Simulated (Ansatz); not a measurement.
**TiH: one contact scaled**

Aim: change the length of one contact in TiH (Ti1–H3) by moving its two atoms, all else held, and follow energy and force. Methods of the runs shown: PAW. Its runs: shortest bond scaled by 1 (PAW); shortest bond scaled by 1.05 (PAW); shortest bond scaled by 0.95 (PAW); shortest bond scaled by 0.8 (PAW); shortest bond scaled by 0.62 (PAW and PAW (cutoff 1000 eV)).

Computed with Ansatz 0.2.0 (DFT, LDA, PAW with Ansatz's default frozen-core files, scalar-relativistic, unless a step's input says otherwise).

2 further runs of the same task are left out: 2 that didn't finish. Runs told in other sessions of the task aren't counted.

### 1 Starting point

It takes space group P4_2/mmc (No. 131, tetragonal). The conventional cell has a = 2.947 Å, b = 2.947 Å, c = 4.568 Å, α = 90.00°, β = 90.00°, γ = 90.00°. Ti (site symmetry mmm) has 4 H at 1.86 Å in its first shell of neighbours. H (site symmetry -4m2) is surrounded by 4 Ti at 1.86 Å.

Coordinates:

```
Ti H
1.0
     2.94749    0.00000    0.00000
     0.00000    2.94749    0.00000
     0.00000    0.00000    4.56814
Ti H
2 2
Direct
  0.50000 0.00000 0.50000
  0.00000 0.50000 0.00000
  0.00000 0.00000 0.25000
  0.00000 0.00000 0.75000
```

Atoms are numbered in the order of the input: Ti1, Ti2, H3, H4.

### 2 Shortest bond scaled by 1, PAW

Contents of input.yaml:

```yaml
crystal:
  lattice:
    - [2.9474928546, 0.0, 0.0]
    - [0.0, 2.9474928546, 0.0]
    - [0.0, 0.0, 4.56814048]
  atoms:
    - { symbol: Ti, position: [0.5, 0.0, 0.5] }
    - { symbol: Ti, position: [0.0, 0.5, 0.0] }
    - { symbol: H, position: [0.0, 0.0, 0.25] }
    - { symbol: H, position: [0.0, 0.0, 0.75] }
kpoints:
  mp_grid: { grid: [8, 8, 5] }
scf:
  occupations: { method: fermi_dirac, width: 0.05 }
hamiltonian:
  xc: lda
  pseudopotentials: { kind: paw }
output:
  forces: true
  stress: true
  eigenvalues: true
  populations: true
```

Launch:

```console
> ansatz run input.yaml --threads 1 --pin off --max-ram 3072MiB --backend cpu --events-out ev --progress --plain --runs-dir out
```

### 3 Shortest bond scaled by 1.05, PAW

input.yaml: that of step 2 with these lines changed.

```diff
@@ -6,5 +6,5 @@
   atoms:
-    - { symbol: Ti, position: [0.5, 0.0, 0.5] }
+    - { symbol: Ti, position: [0.5125, 0.0, 0.50625] }
     - { symbol: Ti, position: [0.0, 0.5, 0.0] }
-    - { symbol: H, position: [0.0, 0.0, 0.25] }
+    - { symbol: H, position: [-0.0125, 0.0, 0.24375] }
     - { symbol: H, position: [0.0, 0.0, 0.75] }
```

### 4 Shortest bond scaled by 0.95, PAW

input.yaml: that of step 3 with these lines changed.

```diff
@@ -6,5 +6,5 @@
   atoms:
-    - { symbol: Ti, position: [0.5125, 0.0, 0.50625] }
+    - { symbol: Ti, position: [0.4875, 0.0, 0.49375] }
     - { symbol: Ti, position: [0.0, 0.5, 0.0] }
-    - { symbol: H, position: [-0.0125, 0.0, 0.24375] }
+    - { symbol: H, position: [0.0125, 0.0, 0.25625] }
     - { symbol: H, position: [0.0, 0.0, 0.75] }
@@ -22 +22,5 @@
   populations: true
+  write_density: true
+  write_potential: true
+  elf: true
+  volumetric_format: npy
```

### 5 Shortest bond scaled by 0.8, PAW

Contents of input.yaml:

```yaml
crystal:
  lattice:
    - [2.9474928546, 0.0, 0.0]
    - [0.0, 2.9474928546, 0.0]
    - [0.0, 0.0, 4.56814048]
  atoms:
    - { symbol: Ti, position: [0.45, 0.0, 0.475] }
    - { symbol: Ti, position: [0.0, 0.5, 0.0] }
    - { symbol: H, position: [0.05, 0.0, 0.275] }
    - { symbol: H, position: [0.0, 0.0, 0.75] }
kpoints:
  mp_grid: { grid: [8, 8, 5] }
scf:
  occupations: { method: fermi_dirac, width: 0.05 }
hamiltonian:
  xc: lda
  pseudopotentials: { kind: paw }
output:
  forces: true
  stress: true
  eigenvalues: true
  populations: true
```

### 6 Shortest bond scaled by 0.62, PAW

input.yaml: that of step 5 with these lines changed.

```diff
@@ -6,5 +6,5 @@
   atoms:
-    - { symbol: Ti, position: [0.45, 0.0, 0.475] }
+    - { symbol: Ti, position: [0.405, 0.0, 0.4525] }
     - { symbol: Ti, position: [0.0, 0.5, 0.0] }
-    - { symbol: H, position: [0.05, 0.0, 0.275] }
+    - { symbol: H, position: [0.095, 0.0, 0.2975] }
     - { symbol: H, position: [0.0, 0.0, 0.75] }
@@ -22 +22,5 @@
   populations: true
+  write_density: true
+  write_potential: true
+  elf: true
+  volumetric_format: npy
```

### 7 Shortest bond scaled by 0.62, PAW (cutoff 1000 eV)

input.yaml: that of step 6 with these lines changed.

```diff
@@ -21,6 +21,3 @@
   eigenvalues: true
-  populations: true
-  write_density: true
-  write_potential: true
-  elf: true
-  volumetric_format: npy
+basis:
+  ecutwfc: 1000
```

(Steps that only read results are left out.)

What does the calculation give?

The runs gave:

| quantity | value |
| --- | --- |
| force along the bond, positive apart, at 1.156 Å (PAW) | 18.90 eV/Å |
| force along the bond, positive apart, at 1.156 Å (PAW (cutoff 1000 eV)) | 18.87 eV/Å |
| length at zero force (straight line) | 1.86 Å |

At 1.16 Å the force along the bond is 18.90 eV/Å by PAW, and the energy stands 4.28 eV over the given length. A straight line between 1.77 and 1.86 Å puts zero force near 1.86 Å. There symmetry makes it vanish whatever the lattice constant, so this is no computed equilibrium length.
